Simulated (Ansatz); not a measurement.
WAu:

```
W Au
1.0
     0.00000    2.90921    2.90921
     2.90921    0.00000    2.90921
     2.90921    2.90921    0.00000
W Au
1 1
Direct
  0.00000 0.00000 0.00000
  0.75000 0.75000 0.75000
```

The cell was built by a generator and needn't be a form met in nature.

Program: Ansatz 0.2.0. Alike in all runs: task single point; potentials or basis Ansatz PAW; no spin polarisation; cell as given; k mesh 8 × 8 × 8; cutoff (eV) 420; smearing fermi-dirac 0.05 eV.

Q: Order these runs on this cell by their pressure, lowest first.
A. level LDA+U; U Au d U = 3 eV, W d U = 3 eV; hubbard projectors ortho-atomic (the default); double counting fll (the default)
B. level LDA+U; U Au d U = 4 eV, W d U = 4 eV; hubbard projectors ortho-atomic (the default); double counting fll (the default)
C. level LDA
D. level LDA+U; U Au d U = 6 eV, W d U = 6 eV; hubbard projectors ortho-atomic (the default); double counting fll (the default)
E. level LDA+U; U Au d U = 8 eV, W d U = 8 eV; hubbard projectors ortho-atomic (the default); double counting fll (the default)

A: C (-7.6 GPa), A (-5.1 GPa), B (-1.4 GPa), D (12.9 GPa), E (22.2 GPa).

Caveats: the PAW data sets come from PBE, with cores solved anew for the run's functional, which leaves a small shift of forces and pressure; U without spin polarisation on a metal has little footing (some runs); the U is typed as a test and isn't derived for this compound (some runs).

Runs at the PBE level aren't shown here.
